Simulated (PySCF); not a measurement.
# C2H6Cl2Sn: the cost of one run

Computed with PySCF 2.14.0 and routines of our own; the level stands in each step. Atoms count from 0.

## Step 1: The starting structure

11 atoms, charge 0, multiplicity 1; geometry from: GFN2-xTB.

## Step 2: Optimising the geometry at PBE0-D3(BJ)/def2-SVP

What the job is given:

```
{"job": {"xc": "PBE0", "basis": "def2-SVP", "d3": "d3bj", "grid": 1, "maxiter": 30, "shake": 0.01, "kind": "geom"}, "charge": 0, "multiplicity": 1}
C      1.857320    -0.655650     0.400240
Sn     0.035700     0.616820     0.058300
C     -1.917840    -0.297910    -0.500280
Cl     0.608130     2.182470    -1.592550
Cl    -0.304830     1.886960     1.974270
H      1.637260    -1.313420     1.206830
H      2.670200     0.024070     0.653760
H      2.079420    -1.167830    -0.518190
H     -2.625700     0.506500    -0.587260
H     -2.210580    -0.973490     0.306260
H     -1.790970    -0.834370    -1.417030
```

The run is started by

```bash
$ OMP_NUM_THREADS=1 python heavy_run.py task.json out
```

The driver reads the jobs from task.json and runs them one after another.

Q: Estimate the wall time and peak memory of this first job on 1 thread of Arm Neoverse V2, shared host.

About 65 s, with a peak of 0.52 GiB.
